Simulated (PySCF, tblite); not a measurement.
# C7H10F2O2: geometry, infrared bands and NMR shifts

Aim: predict the infrared bands and NMR shifts of C7H10F2O2 (`CO[C@@H]1[C@H](F)C(=O)CC[C@@H]1F`).

Programs: tblite 0.8.0 and PySCF 2.14.0, with density-fitted response routines of our own. Each step states its level of theory. These are calculated values for one molecule in the gas phase, unless marked as measured. Atoms count from 0, in the outputs and in this text.

### Step 1. The molecule as given

21 atoms, charge 0, multiplicity 1; geometry from: force field or distance geometry start.

Bonds of the start (Å): C0–O1 1.44, O1–C2 1.44, C2–C3 1.52, C3–F4 1.37, C3–C5 1.52, C5–O6 1.23, C5–C7 1.51, C7–C8 1.52, C8–C9 1.52, C9–F10 1.36, C9–C2 1.55, C0–H11 1.09, C0–H12 1.09, C0–H13 1.09, C2–H14 1.09, C3–H15 1.11, C7–H16 1.10, C7–H17 1.09, C8–H18 1.09, C8–H19 1.10, C9–H20 1.10.

### Step 2. Relaxing the molecule with GFN2-xTB

What the job is given:

```
{"job": {"kind": "relax", "xc": "GFN2-xTB", "basis": "xTB"}, "charge": 0, "multiplicity": 1}
C      2.364300    -1.005100    -0.910200
O      1.253500    -0.097300    -1.008900
C      0.822800     0.409600     0.273600
C      0.087600    -0.633100     1.101200
F      0.953100    -1.637400     1.461700
C     -1.143800    -1.141200     0.363600
O     -1.425300    -2.331100     0.274000
C     -2.090600    -0.067900    -0.127000
C     -1.365700     1.073700    -0.816400
C     -0.179100     1.556300     0.003700
F      0.448000     2.551200    -0.685700
H      2.756700    -1.145600    -1.913900
H      3.142200    -0.598200    -0.260500
H      2.029100    -1.978000    -0.546900
H      1.681700     0.816200     0.807800
H     -0.262700    -0.200900     2.064100
H     -2.809000    -0.523800    -0.823700
H     -2.658300     0.289800     0.735600
H     -1.035700     0.769200    -1.808600
H     -2.056900     1.912600    -0.978400
H     -0.520700     1.998200     0.949900
```

Command:

```
OMP_NUM_THREADS=1 python probes_run.py task.json out
```

One launch serves the whole session: the jobs run in the order shown.

**Question.** This job is followed by: GFN2-xTB harmonic vibrations, gas phase; GIAO PBE0/pcSseg-1 NMR shielding, non-relativistic, gas phase. What will the session give for the following? strongest single infrared mode (GFN2-xTB); zero-point energy (GFN2-xTB); 13C shifts against TMS (PBE0/pcSseg-1); 1H shifts against TMS (PBE0/pcSseg-1, means over atoms taken as alike); 17O shifts against H2O (PBE0/pcSseg-1); 19F shifts against CFCl3 (PBE0/pcSseg-1); surface potential, 1st and 99th percentile.

**Answer**, as computed:

```
                                                              quantity                                               value
                             strongest single infrared mode (GFN2-xTB)                               1807 cm⁻¹, 337 km/mol
                                          zero-point energy (GFN2-xTB)                                      101.9 kcal/mol
                                13C shifts against TMS (PBE0/pcSseg-1)       207.6, 99.7, 93.6, 88.5, 62.1, 37.3, 30.2 ppm
1H shifts against TMS (PBE0/pcSseg-1, means over atoms taken as alike)  5.02, 4.99, 4.36, 3.81, 2.86, 2.31, 2.04, 2.02 ppm
                                17O shifts against H2O (PBE0/pcSseg-1)                                     678.9, 34.7 ppm
                              19F shifts against CFCl3 (PBE0/pcSseg-1)                                  -214.0, -220.9 ppm
                                 surface potential, 1st and 99th percentile                                  -1.58 V and 1.60 V
```

The optimisation took 55 steps and gained 0.163 eV; among the close pairs (by a distance rule), O1–C2 changed most, from 1.445 to 1.401 Å. No mode is imaginary among the 57: a minimum at this level. The strongest single mode, at 1807 cm⁻¹, moves mainly C5 and O6. Unscaled tight-binding wavenumbers are off by several per cent, some by more. Its intensities can rank the bands wrongly. C5 (ketone carbonyl carbon) lies farthest downfield among carbon, at 207.6 ppm; the double bond to the heteroatom, with no lone-pair donor beside it, deshields it most. H15 (hydrogen on an sp3 CH bonded to F, α to a carbonyl) lies farthest downfield among hydrogen, at 5.02 ppm; its carbon carries F, hence the downfield position. At PBE0/pcSseg-1: Shielding is most anisotropic at O6 (span 1337 ppm, paramagnetic term -739 ppm). By nearest atom (PBE0/pcSseg-1), the HOMO sits on O6 52 %; C3, C7 about 10 % each and the LUMO on C5 40 %; O6 29 %.
